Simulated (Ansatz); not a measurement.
# BBrClH3 (built from SMILES BCl.Br): a barrier at many levels of theory, part 3 of 3

Ansatz 0.2.0, Gaussian basis. The steps go on from the part before.

## 16. RPA on PBE/def2-TZVPP

The inputs:

r/in.yaml

```yaml
crystal:
  periodic: [false, false, false]
  atoms:
    - {symbol: B, position_ang: [-0.503868, -0.437578, -0.773634]}
    - {symbol: Cl, position_ang: [1.017357, -0.116215, -1.573021]}
    - {symbol: H, position_ang: [-0.651073, -1.503717, -0.268063]}
    - {symbol: H, position_ang: [-1.363929, 0.378077, -0.868125]}
    - {symbol: H, position_ang: [1.396043, 1.004866, 1.493242]}
    - {symbol: Br, position_ang: [0.105369, 0.674466, 1.989699]}
basis:
  gaussian: {orbitals: def2-TZVPP}
hamiltonian: {xc: pbe}
correlation: {method: rpa}
```

ts/in.yaml

```yaml
crystal:
  periodic: [false, false, false]
  atoms:
    - {symbol: B, position_ang: [-0.488332, -0.272038, -0.272630]}
    - {symbol: Cl, position_ang: [1.273788, 0.161062, -1.007027]}
    - {symbol: H, position_ang: [-0.598541, -1.448019, -0.157649]}
    - {symbol: H, position_ang: [-1.310808, 0.432472, -0.757866]}
    - {symbol: H, position_ang: [1.152416, 0.598313, 0.506655]}
    - {symbol: Br, position_ang: [-0.028623, 0.528110, 1.688617]}
basis:
  gaussian: {orbitals: def2-TZVPP}
hamiltonian: {xc: pbe}
correlation: {method: rpa}
```

p/in.yaml

```yaml
crystal:
  periodic: [false, false, false]
  atoms:
    - {symbol: B, position_ang: [-0.907662, -0.322566, 0.068694]}
    - {symbol: Cl, position_ang: [1.654177, 0.273561, -1.103112]}
    - {symbol: H, position_ang: [-0.692253, -1.474719, -0.118818]}
    - {symbol: H, position_ang: [-1.405645, 0.411981, -0.719635]}
    - {symbol: H, position_ang: [1.971967, 0.763020, 0.037435]}
    - {symbol: Br, position_ang: [-0.620684, 0.348622, 1.835535]}
basis:
  gaussian: {orbitals: def2-TZVPP}
hamiltonian: {xc: pbe}
correlation: {method: rpa}
```

The same command starts each run, in its folder.

Started as:

```
ansatz run in.yaml --threads 2 --pin off --events-out ev --progress --plain --max-ram 4352MiB
```

Log of r, cut to the lines that bear on the results:

```text
Functional definition: PBE
  name "PBE"
  cite "Perdew, Burke & Ernzerhof, Phys. Rev. Lett. 77, 3865 (1996) doi:10.1103/PhysRevLett.77.3865"
  parent pbe
[...]
990 factors; integrals over basis functions are off by at most 8.8e-4 eV
[...]
mean field -83278.26383161 eV, -3060.4197477772 hartree, gradient 3.1e-6 eV, S^2 0.000000; 0 other end points of the search recorded, 0 dependent functions left out
15 core orbitals not correlated: weight in the atoms' cores, before any rotation towards them, 1.000 or more for the frozen orbitals, at most 0.000 for the correlated occupied ones
reference -83221.98785303 eV, -3058.3516437095 hartree; 15, 15 occupied and 133, 133 virtual orbitals, 990 factors
Total energy: -83248.28286432 eV, -3059.3179675509 hartree
```

ts printed, cut to the lines that bear on the results:

```text
[... 4 set-up lines as earlier in the session ...]
[...]
999 factors; integrals over basis functions are off by at most 1.3e-3 eV
[...]
mean field -83277.92454118 eV, -3060.4072790836 hartree, gradient 7.1e-6 eV, S^2 0.000000; 0 other end points of the search recorded, 0 dependent functions left out
15 core orbitals not correlated: weight in the atoms' cores, before any rotation towards them, 1.000 or more for the frozen orbitals, at most 0.000 for the correlated occupied ones
reference -83220.50362765 eV, -3058.2970994329 hartree; 15, 15 occupied and 133, 133 virtual orbitals, 999 factors
Total energy: -83247.56766456 eV, -3059.2916844446 hartree
```

p printed, cut to the lines that bear on the results:

```text
[... 4 set-up lines as earlier in the session ...]
[...]
989 factors; integrals over basis functions are off by at most 1.0e-3 eV
[...]
mean field -83278.16941004 eV, -3060.4162778485 hartree, gradient 3.5e-6 eV, S^2 0.000000; 0 other end points of the search recorded, 0 dependent functions left out
15 core orbitals not correlated: weight in the atoms' cores, before any rotation towards them, 1.000 or more for the frozen orbitals, at most 0.000 for the correlated occupied ones
reference -83221.89138650 eV, -3058.3480986298 hartree; 15, 15 occupied and 133, 133 virtual orbitals, 989 factors
Total energy: -83248.20898429 eV, -3059.3152525100 hartree
```

Wall times: 11 s (r), 10 s (ts), 9.5 s (p) on 2 threads, shared host.

This gives 69.0 kJ/mol for the barrier and +7.1 kJ/mol for the step.

## 17. CCSD(T)/def2-TZVPP

The same edit goes into each in.yaml of step 16 (r, ts, p):

```diff
-hamiltonian: {xc: pbe}
-correlation: {method: rpa}
+correlation: {method: ccsd_t}
```

One command serves all of them, each in its own folder.

Started as:

```
ansatz run in.yaml --threads 2 --pin off --events-out ev --progress --plain --max-ram 4352MiB
```

Log of r, cut to the lines that bear on the results:

```text
Functional definition: HF
  name "HF"
  cite "Fock, Z. Phys. 61, 126 (1930) doi:10.1007/BF01340294"
[... 1 set-up line as earlier in the session ...]
[...]
990 factors; integrals over basis functions are off by at most 8.8e-4 eV
[...]
mean field -83223.01793777 eV, -3058.3894986253 hartree, gradient 1.7e-6 eV, S^2 0.000000; 0 other end points of the search recorded, 0 dependent functions left out
15 core orbitals not correlated: weight in the atoms' cores, before any rotation towards them, 1.000 or more for the frozen orbitals, at most 0.000 for the correlated occupied ones
reference -83223.01793777 eV, -3058.3894986253 hartree; 15, 15 occupied and 133, 133 virtual orbitals, 990 factors
second order -16.02338992 eV of doubles, -0.00000000 eV of singles
cycle   1  -16.65121444 eV  change   -6.3e-1 eV  update   7.5e-2
[...]
cycle   9  -17.08421344 eV  change   -8.1e-6 eV  update   1.4e-5
perturbative correction -0.59951064 eV, -0.0220316098 hartree
Total energy: -83240.70166185 eV, -3059.0393634991 hartree
```

Log of ts, cut to the lines that bear on the results:

```text
[... 4 set-up lines as earlier in the session ...]
[...]
999 factors; integrals over basis functions are off by at most 1.3e-3 eV
[...]
mean field -83221.58365013 eV, -3058.3367895267 hartree, gradient 1.9e-6 eV, S^2 0.000000; 0 other end points of the search recorded, 0 dependent functions left out
15 core orbitals not correlated: weight in the atoms' cores, before any rotation towards them, 1.000 or more for the frozen orbitals, at most 0.000 for the correlated occupied ones
reference -83221.58365013 eV, -3058.3367895267 hartree; 15, 15 occupied and 133, 133 virtual orbitals, 999 factors
second order -16.85826739 eV of doubles, -0.00000000 eV of singles
cycle   1  -17.20672943 eV  change   -3.5e-1 eV  update   8.1e-2
[...]
cycle   9  -17.65768821 eV  change   -1.0e-6 eV  update   1.0e-5
perturbative correction -0.73121015 eV, -0.0268714774 hartree
Total energy: -83239.97254848 eV, -3059.0125690769 hartree
```

Log of p, cut to the lines that bear on the results:

```text
[... 4 set-up lines as earlier in the session ...]
[...]
989 factors; integrals over basis functions are off by at most 1.0e-3 eV
[...]
mean field -83222.91835314 eV, -3058.3858389577 hartree, gradient 1.4e-6 eV, S^2 0.000000; 0 other end points of the search recorded, 0 dependent functions left out
15 core orbitals not correlated: weight in the atoms' cores, before any rotation towards them, 1.000 or more for the frozen orbitals, at most 0.000 for the correlated occupied ones
reference -83222.91835314 eV, -3058.3858389577 hartree; 15, 15 occupied and 133, 133 virtual orbitals, 989 factors
second order -16.05542442 eV of doubles, -0.00000000 eV of singles
cycle   1  -16.66795467 eV  change   -6.1e-1 eV  update   7.7e-2
[...]
cycle   9  -17.10460601 eV  change   -1.2e-5 eV  update   1.6e-5
perturbative correction -0.60207799 eV, -0.0221259581 hartree
Total energy: -83240.62503714 eV, -3059.0365475929 hartree
```

They took 1.9 min (r), 1.9 min (ts), 1.8 min (p) on 2 threads, shared host; peak memory 1.3 GiB.

This gives 70.3 kJ/mol for the barrier and +7.4 kJ/mol for the step.

## 18. MP2/def2-QZVPP

Each input of step 17 (r, ts, p) changes in the same lines:

```diff
-  gaussian: {orbitals: def2-TZVPP}
-correlation: {method: ccsd_t}
+  gaussian: {orbitals: "def2-QZVPP.json"}
+correlation: {method: mp2}
```

The basis file named in the input lies beside it (Basis Set Exchange, JSON).

Each run has its own folder and the same command.

Started as:

```
ansatz run in.yaml --threads 2 --pin off --events-out ev --progress --plain --max-ram 4352MiB
```

r printed, cut to the lines that bear on the results:

```text
[... 4 set-up lines as earlier in the session ...]
[...]
1873 factors; integrals over basis functions are off by at most 8.7e-4 eV
[...]
mean field -83224.74778049 eV, -3058.4530691729 hartree, gradient 1.7e-6 eV, S^2 0.000000; 0 other end points of the search recorded, 0 dependent functions left out
15 core orbitals not correlated: weight in the atoms' cores, before any rotation towards them, 1.000 or more for the frozen orbitals, at most 0.000 for the correlated occupied ones
reference -83224.74778049 eV, -3058.4530691729 hartree; 15, 15 occupied and 276, 276 virtual orbitals, 1873 factors
second order -25.40766040 eV of doubles, -0.00000000 eV of singles
Total energy: -83250.15544090 eV, -3059.3867834708 hartree
```

Output in ts, cut to the lines that bear on the results:

```text
[... 4 set-up lines as earlier in the session ...]
[...]
1885 factors; integrals over basis functions are off by at most 8.6e-4 eV
[...]
mean field -83223.30958783 eV, -3058.4002165675 hartree, gradient 2.5e-6 eV, S^2 0.000000; 0 other end points of the search recorded, 0 dependent functions left out
15 core orbitals not correlated: weight in the atoms' cores, before any rotation towards them, 1.000 or more for the frozen orbitals, at most 0.000 for the correlated occupied ones
reference -83223.30958783 eV, -3058.4002165675 hartree; 15, 15 occupied and 276, 276 virtual orbitals, 1885 factors
second order -26.27343911 eV of doubles, -0.00000000 eV of singles
Total energy: -83249.58302694 eV, -3059.3657476461 hartree
```

Log of p, cut to the lines that bear on the results:

```text
[... 4 set-up lines as earlier in the session ...]
[...]
1873 factors; integrals over basis functions are off by at most 9.9e-4 eV
[...]
mean field -83224.64406687 eV, -3058.4492577677 hartree, gradient 2.9e-6 eV, S^2 0.000000; 0 other end points of the search recorded, 0 dependent functions left out
15 core orbitals not correlated: weight in the atoms' cores, before any rotation towards them, 1.000 or more for the frozen orbitals, at most 0.000 for the correlated occupied ones
reference -83224.64406687 eV, -3058.4492577677 hartree; 15, 15 occupied and 276, 276 virtual orbitals, 1873 factors
second order -25.44283269 eV of doubles, -0.00000000 eV of singles
Total energy: -83250.08689956 eV, -3059.3842646233 hartree
```

Times: 32 s (r), 38 s (ts), 33 s (p) on 2 threads, shared host; peak memory 1.1 GiB.

This gives 55.2 kJ/mol for the barrier and +6.6 kJ/mol for the step.

## 19. Vibrations of the start structure

The input, vib-r/in.yaml:

```yaml
crystal:
  periodic: [false, false, false]
  atoms:
    - {symbol: B, position_ang: [-0.503868, -0.437578, -0.773634]}
    - {symbol: Cl, position_ang: [1.017357, -0.116215, -1.573021]}
    - {symbol: H, position_ang: [-0.651073, -1.503717, -0.268063]}
    - {symbol: H, position_ang: [-1.363929, 0.378077, -0.868125]}
    - {symbol: H, position_ang: [1.396043, 1.004866, 1.493242]}
    - {symbol: Br, position_ang: [0.105369, 0.674466, 1.989699]}
basis:
  gaussian: {orbitals: def2-TZVP}
hamiltonian: {xc: pbe0, dispersion: d4}
phonons: {temperatures: {t_min: 298.15, t_max: 900, t_step: 200}}
```

Started as:

```
ansatz run in.yaml --threads 2 --pin off --events-out ev --progress --plain --max-ram 4352MiB
```

Standard output, cut to the lines that bear on the results:

```text
[... 5 set-up lines as earlier in the session ...]
[...]
982 factors; their error is unknown
[...]
mean field -83281.95107762 eV, -3060.5552515687 hartree, gradient 7.6e-5 eV, S^2 0.000000; 0 other end points of the search recorded, 0 dependent functions left out
[...]
WARN: phonons: modes at or below zero, which the zero-point energy, F, S and C_V leave out: 1, the lowest at -28.89 cm⁻¹. A minimum has none, and a first-order saddle one
[...]
Atom 2 at    -0.651073    -1.503717    -0.268063 Å, force     0.000848    -0.000400    -0.000415 eV/Å
Atom 3 at    -1.363929     0.378077    -0.868125 Å, force     0.000499     0.000506    -0.000731 eV/Å
Atom 4 at     1.396043     1.004866     1.493242 Å, force     0.001256     0.000448    -0.000087 eV/Å
Atom 5 at     0.105369     0.674466     1.989699 Å, force    -0.001082    -0.000161     0.000814 eV/Å
Dipole moment:     0.069394     0.073824     0.149150 e Å
Vibrations: -28.89 52.96 118.17 214.04 344.39 810.54 860.20 976.60 1207.67 2619.77 2660.86 2735.47 cm⁻¹, zero-point energy 0.781142 eV
```

It took 3.2 min on 2 threads, shared host.

The modes, with what each moves most:

| mode | wavenumber (cm⁻¹) | character |
| --- | --- | --- |
| 1 | 29i | not assigned (largely outside the bonds, angles and torsions drawn) |
| 2 | 53 | not assigned (largely outside the bonds, angles and torsions drawn) |
| 3 | 118 | not assigned (largely outside the bonds, angles and torsions drawn) |
| 4 | 214 | not assigned (largely outside the bonds, angles and torsions drawn) |
| 5 | 344 | not assigned (largely outside the bonds, angles and torsions drawn) |
| 6 | 811 | B–Cl stretch |
| 7 | 860 | bend |
| 8 | 977 | out-of-plane bend |
| 9 | 1208 | bend |
| 10 | 2620 | B–H stretch |
| 11 | 2661 | Br–H stretch |
| 12 | 2735 | B–H stretch |

Vibrational sums (real modes only):

| T (K) | entropy (J/mol/K) | heat capacity (J/mol/K) |
| --- | --- | --- |
| 298 | 48.3 | 38.1 |
| 498 | 71.1 | 51.1 |
| 698 | 89.9 | 60.0 |
| 898 | 105.8 | 66.8 |

## 20. Vibrations of the end structure

The input, vib-p/in.yaml:

```yaml
crystal:
  periodic: [false, false, false]
  atoms:
    - {symbol: B, position_ang: [-0.907662, -0.322566, 0.068694]}
    - {symbol: Cl, position_ang: [1.654177, 0.273561, -1.103112]}
    - {symbol: H, position_ang: [-0.692253, -1.474719, -0.118818]}
    - {symbol: H, position_ang: [-1.405645, 0.411981, -0.719635]}
    - {symbol: H, position_ang: [1.971967, 0.763020, 0.037435]}
    - {symbol: Br, position_ang: [-0.620684, 0.348622, 1.835535]}
basis:
  gaussian: {orbitals: def2-TZVP}
hamiltonian: {xc: pbe0, dispersion: d4}
phonons: {temperatures: {t_min: 298.15, t_max: 900, t_step: 200}}
```

Started as:

```
ansatz run in.yaml --threads 2 --pin off --events-out ev --progress --plain --max-ram 4352MiB
```

Standard output, cut to the lines that bear on the results:

```text
[... 5 set-up lines as earlier in the session ...]
[...]
982 factors; their error is unknown
[...]
mean field -83281.85449387 eV, -3060.5517021811 hartree, gradient 1.3e-5 eV, S^2 0.000000; 0 other end points of the search recorded, 0 dependent functions left out
[...]
Atom 3 at    -1.405645     0.411981    -0.719635 Å, force     0.000254    -0.000191     0.000009 eV/Å
Atom 4 at     1.971967     0.763020     0.037435 Å, force     0.000452     0.000529     0.001298 eV/Å
Atom 5 at    -0.620684     0.348622     1.835535 Å, force    -0.000147    -0.000143    -0.000350 eV/Å
Dipole moment:     0.163733     0.058858    -0.013125 e Å
Vibrations: 52.21 56.04 113.95 237.96 359.60 671.26 807.20 954.62 1180.42 2631.68 2757.17 2977.08 cm⁻¹, zero-point energy 0.793448 eV
```

Wall time 2.9 min (2 threads, shared host).

The modes, with what each moves most:

| mode | wavenumber (cm⁻¹) | character |
| --- | --- | --- |
| 1 | 52 | not assigned (largely outside the bonds, angles and torsions drawn) |
| 2 | 56 | not assigned (largely outside the bonds, angles and torsions drawn) |
| 3 | 114 | not assigned (largely outside the bonds, angles and torsions drawn) |
| 4 | 238 | not assigned (largely outside the bonds, angles and torsions drawn) |
| 5 | 360 | not assigned (largely outside the bonds, angles and torsions drawn) |
| 6 | 671 | B–Br stretch |
| 7 | 807 | bend |
| 8 | 955 | out-of-plane bend |
| 9 | 1180 | bend |
| 10 | 2632 | B–H stretch |
| 11 | 2757 | B–H stretch |
| 12 | 2977 | Cl–H stretch |

Vibrational sums (real modes only):

| T (K) | entropy (J/mol/K) | heat capacity (J/mol/K) |
| --- | --- | --- |
| 298 | 67.6 | 47.7 |
| 498 | 95.4 | 60.5 |
| 698 | 117.2 | 68.7 |
| 898 | 135.3 | 75.0 |

## 21. All levels side by side

The basis limit takes Hartree-Fock with exponent 7.88 and MP2 correlation with exponent 2.97 from the triple- and quadruple-zeta runs, and adds the coupled-cluster step over MP2 from triple zeta. Where a quadruple-zeta run was CCSD(T), only its Hartree-Fock and MP2 parts are used.

Rows are in def2-TZVPP; times add the 3 runs of a level on a shared host, so small differences are noise.

The saddle's own vibrations were run with its search: 636i cm⁻¹, zero-point energy 0.752 eV.

The barrier:

Differences are taken before rounding.

| method | rung | barrier (kJ/mol) | from CCSD(T)/CBS (kJ/mol) | time |
| --- | --- | --- | --- | --- |
| SPW92 | LDA | 0.0 | -65.6 | 7.8 s |
| PBE-D4 | GGA | 30.7 | -34.9 | 13 s |
| BLYP-D4 | GGA | 55.5 | -10.1 | 14 s |
| r2SCAN-D4 | meta-GGA | 44.0 | -21.6 | 28 s |
| B97M-V | meta-GGA | 69.4 | +3.9 | 61 s |
| PBE0-D4 | hybrid | 44.8 | -20.8 | 21 s |
| B3LYP-D4 | hybrid | 65.1 | -0.5 | 22 s |
| r2SCAN0-D4 | hybrid | 53.1 | -12.4 | 34 s |
| BHLYP-D4 | hybrid | 84.1 | +18.6 | 20 s |
| CAM-B3LYP-D4 | range-separated hybrid | 71.2 | +5.6 | 24 s |
| wB97X-V | range-separated hybrid | 69.5 | +3.9 | 54 s |
| wB97M-V | range-separated hybrid | 65.9 | +0.3 | 60 s |
| B2PLYP | double hybrid | 68.2 | +2.7 | 37 s |
| PBE-QIDH | double hybrid | 55.6 | -9.9 | 40 s |
| RPA on PBE | RPA | 69.0 | +3.4 | 30 s |
| Hartree-Fock | wavefunction | 138.4 | +72.8 |  |
| MP2 | wavefunction | 57.8 | -7.8 |  |
| CCSD | wavefunction | 83.1 | +17.5 |  |
| CCSD(T) | wavefunction | 70.3 | +4.8 | 5.7 min |
| CCSD(T)/CBS |  | 65.6 | 0 | 7.4 min |

Among the levels timed on like hardware and quicker than the yardstick, those that no quicker one beats, quickest first: SPW92 (7.8 s, -65.6 kJ/mol); PBE-D4 (13 s, -34.9 kJ/mol); BLYP-D4 (14 s, -10.1 kJ/mol); B3LYP-D4 (22 s, -0.5 kJ/mol); wB97M-V (60 s, +0.3 kJ/mol).

wB97M-V reaches 0.3 kJ/mol from the reference in 60 s, where CCSD(T)/CBS took 7.4 min; the quickest level in the cost chart, SPW92, takes 7.8 s and misses by 65.6 kJ/mol.

The step energy:

Differences are taken before rounding.

| method | rung | step energy (kJ/mol) | from CCSD(T)/CBS (kJ/mol) |
| --- | --- | --- | --- |
| SPW92 | LDA | 9.2 | +1.8 |
| PBE-D4 | GGA | 8.9 | +1.5 |
| BLYP-D4 | GGA | 10.3 | +3.0 |
| r2SCAN-D4 | meta-GGA | 8.9 | +1.6 |
| B97M-V | meta-GGA | 11.1 | +3.8 |
| PBE0-D4 | hybrid | 8.4 | +1.1 |
| B3LYP-D4 | hybrid | 9.9 | +2.6 |
| r2SCAN0-D4 | hybrid | 8.4 | +1.1 |
| BHLYP-D4 | hybrid | 9.5 | +2.2 |
| CAM-B3LYP-D4 | range-separated hybrid | 10.7 | +3.4 |
| wB97X-V | range-separated hybrid | 9.3 | +2.0 |
| wB97M-V | range-separated hybrid | 9.2 | +1.9 |
| B2PLYP | double hybrid | 9.0 | +1.7 |
| PBE-QIDH | double hybrid | 7.5 | +0.1 |
| RPA on PBE | RPA | 7.1 | -0.2 |
| Hartree-Fock | wavefunction | 9.6 | +2.3 |
| MP2 | wavefunction | 6.5 | -0.8 |
| CCSD | wavefunction | 7.6 | +0.3 |
| CCSD(T) | wavefunction | 7.4 | +0.1 |
| CCSD(T)/CBS |  | 7.3 | 0 |

## 22. Outcome

This closing draws on all 3 parts.

```
                          quantity        value
              barrier, CCSD(T)/CBS  65.6 kJ/mol
      reverse barrier, CCSD(T)/CBS  58.3 kJ/mol
          step energy, CCSD(T)/CBS  +7.3 kJ/mol
    barrier with zero-point energy  62.8 kJ/mol
step energy with zero-point energy  +8.5 kJ/mol
      imaginary mode at the saddle    636i cm⁻¹
             largest T1 diagnostic        0.009
```

In words: The functionals run from wB97M-V, off by +0.3 kJ/mol, to SPW92, off by -65.6 kJ/mol, against CCSD(T)/CBS. Mean unsigned error by rung: LDA 65.6, GGA 22.5, meta-GGA 12.7, hybrid 13.1, range-separated hybrid 3.3, double hybrid 6.3 kJ/mol. PBE-D4 gives a barrier 34.9 kJ/mol too low, outside chemical accuracy (1 kcal/mol, 4.2 kJ/mol). The barrier rises with the share of exact exchange, from BLYP-D4 through B3LYP-D4 to BHLYP-D4 (-10.1, -0.5, +18.6 kJ/mol). Hartree-Fock, with no correlation, is off by +72.8 kJ/mol. Zero-point motion lowers the barrier by 2.8 kJ/mol. The start structure keeps an imaginary mode: no true minimum.
